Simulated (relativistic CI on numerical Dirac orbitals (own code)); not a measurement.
**Ir³⁺: 5p photoemission multiplets**

Wanted: the shape of the 5p photoemission spectrum of Ir³⁺ in 4 surroundings, from the same atomic integrals.

The numbers are computed with relativistic CI on numerical Dirac orbitals (own code) version 1 (Dirac-Coulomb-Breit CI, KLI orbitals optimised for each configuration, model QED (radiative potential, 1s self-energy scaled to tabulated hydrogen-like ionisation energies), valence Slater integrals scaled by 0.8, multiplet model of photoemission in the sudden approximation), except any that are marked as measured or tabulated.

### Step 1. The system

- ion: Ir³⁺ (Ir IV)
- nuclear charge: 77
- electrons: 74
- configurations: [Xe] 4f14 5d6 → [Kr] 4d10 4f14 5s2 5p5 5d6
- temperature: 300 K
- widths: Lorentz 1.5 eV, Gauss 0.6 eV
- surrounding 1: free ion
- surrounding 2: D3d, 10Dq = 21750, Dsigma = -250, Dtau = 60 cm⁻¹
- surrounding 3: Td, 10Dq = -13200 cm⁻¹
- surrounding 4: D4h, 10Dq = 38600, Ds = 1960, Dt = 660 cm⁻¹

### Step 2. Surrounding 1: free ion

The run's settings:

```ini
atom Ir  Z=77  charge=3  electrons=74
nucleus A=193  rms_radius_fm=5.4032
hamiltonian dirac-coulomb  breit=on  qed=on  c_scale=1
orbitals kli  potential=per-configuration
slater_scale 0.8
correlation none
mixing on
configurations
  [Xe] 4f14 5d6
  [Kr] 4d10 4f14 5s2 5p5 5d6
end
photoemission 5p T=300 lorentz=1.5 gauss=0.6
crystal_field free
```

### Step 3. Surrounding 2: D3d, 10Dq = 21750, Dsigma = -250, Dtau = 60

Settings: those of step 2 with these lines changed.

```diff
@@ -12,2 +12,2 @@
 photoemission 5p T=300 lorentz=1.5 gauss=0.6
-crystal_field free
+crystal_field D3d 10Dq=21750 Dsigma=-250 Dtau=60
```

### Step 4. Surrounding 3: Td, 10Dq = -13200

Settings: those of step 3 with these lines changed.

```diff
@@ -12,2 +12,2 @@
 photoemission 5p T=300 lorentz=1.5 gauss=0.6
-crystal_field D3d 10Dq=21750 Dsigma=-250 Dtau=60
+crystal_field Td 10Dq=-13200
```

### Step 5. Surrounding 4: D4h, 10Dq = 38600, Ds = 1960, Dt = 660

Settings: those of step 4 with these lines changed.

```diff
@@ -12,2 +12,2 @@
 photoemission 5p T=300 lorentz=1.5 gauss=0.6
-crystal_field Td 10Dq=-13200
+crystal_field D4h 10Dq=38600 Ds=1960 Dt=660
```

(Steps that only read results are left out.)

What does the calculation give? Wanted: highest peak, first run; ground spin.

The runs gave:

| surrounding | ground S | centroid (eV) | spread (eV) | up to four highest peaks (% of the highest), eV |
| --- | --- | --- | --- | --- |
| 1: free | 1.85 | 96.55 | 8.96 | 87.6 (100), 97.0 (30), 107.8 (40), 110.6 (46) |
| 2: D3d | 0.38 | 96.74 | 8.05 | 90.0 (100), 96.2 (15), 106.4 (39), 109.2 (27) |
| 3: Td | 1.62 | 96.59 | 8.79 | 88.2 (100), 94.0 (29), 107.8 (45), 110.4 (36) |
| 4: D4h | 0.18 | 96.80 | 7.81 | 90.6 (100), 98.4 (10), 106.6 (39), 110.8 (10) |

```
                           quantity         value
            highest peak, first run       87.6 eV
ground spin (effective S from ⟨S²⟩)  0.18 to 1.85
```

In words: The ground spin changes between the runs (1.85 to 0.18), and the line shape with it. The position of the maximum differs by up to 3.0 eV between the surroundings, by shifts of peaks or by peaks exchanging rank. Energies are those of the free ion without screening by ligands; binding energies in solids differ by tens of eV.
